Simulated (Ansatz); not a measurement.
# CaHf3O2: a trial structure relaxed

The task: take a trial cell of CaHf3O2 to zero force and stress.

Computed with Ansatz 0.2.0 (DFT PBE, scalar-relativistic, plane waves, PAW, unless a step's input says otherwise).

**1. Starting point**

The structure is hexagonal, space group P6/mmm (No. 191). Conventional cell: a = 4.439 Å, b = 4.439 Å, c = 6.933 Å, α = 90.00°, β = 90.00°, γ = 120.00°. Around Ca (site symmetry 6/mmm) lie 6 Hf at 2.56 Å. Hf (site symmetry 6/mmm) is surrounded by 6 O at 2.56 Å. Hf (site symmetry -6m2) is surrounded by 3 Hf at 2.56 Å and 3 Ca at 2.56 Å. Around O (site symmetry -6m2) lie 3 O at 2.56 Å and 3 Hf at 2.56 Å.

As a file:

```xyz
6
Lattice="4.4391 0.0000 0.0000 -2.2196 3.8444 0.0000 0.0000 0.0000 6.9327" Properties=species:S:1:pos:R:3 pbc="T T T"
Ca    0.0000    0.0000    0.0000
Hf    0.0000    0.0000    3.4663
Hf    0.0000    2.5629    0.0000
Hf    2.2196    1.2815    0.0000
O     0.0000    2.5629    3.4663
O     2.2196    1.2815    3.4663
```

The cell is invented: random cell by space group and Wyckoff sites (P6/mmm, No. 191). The dimensions are guesses.

**2. Probe: one point on a coarse mesh**

Contents of input.yaml:

```yaml
crystal:
  lattice:
    - [4.43911887, 0.0, 0.0]
    - [-2.21955944, 3.84438971, 0.0]
    - [0.0, 0.0, 6.93267483]
  atoms:
    - { symbol: Ca, position: [0.0, 0.0, 0.0] }
    - { symbol: Hf, position: [0.0, 0.0, 0.5] }
    - { symbol: Hf, position: [0.33333333, 0.66666667, 0.0] }
    - { symbol: Hf, position: [0.66666667, 0.33333333, 0.0] }
    - { symbol: O, position: [0.33333333, 0.66666667, 0.5] }
    - { symbol: O, position: [0.66666667, 0.33333333, 0.5] }
basis:
  ecutwfc: 420
kpoints:
  mp_grid: { grid: [6, 6, 4] }
hamiltonian:
  xc: pbe
scf:
  occupations: { method: gaussian, width: 0.1 }
  lower_state_search: "off"
output:
  forces: true
  stress: true
  eigenvalues: true
```

Command:

```
> ansatz run input.yaml --threads 1 --pin off --max-ram 2560MiB --backend cpu --events-out ev --progress --plain --runs-dir out
```

The session goes on with these runs: a loose first relaxation; relaxation on the finer mesh.

Q: Predict the outcome of this session. Wanted: conventional cell; volume; energy over the elements; gap on the mesh.

The runs gave:

```
                                                              quantity                                                                       value
                                symmetry at the end (tolerance 0.05 Å)                                                space group P6/mmm (No. 191)
                                                     conventional cell  a = 5.295 Å, b = 5.295 Å, c = 4.492 Å, α = 90.00°, β = 90.00°, γ = 120.00°
                                                                volume                                                               18.18 Å³/atom
energy over the elements (uncorrected; H, N, O, F and Cl as molecules)                                                               +0.11 eV/atom
                                                       gap on the mesh                                                                none (metal)
```

What this shows: The space group P6/mmm (No. 191) is kept, and the volume per atom shrinks by 7.8 % from the first guess. With a positive formation energy it can't be a ground state. No finished test with a distortion of lower symmetry is shown, so the end may be a saddle point. The runs treat Hf without spin-orbit coupling.
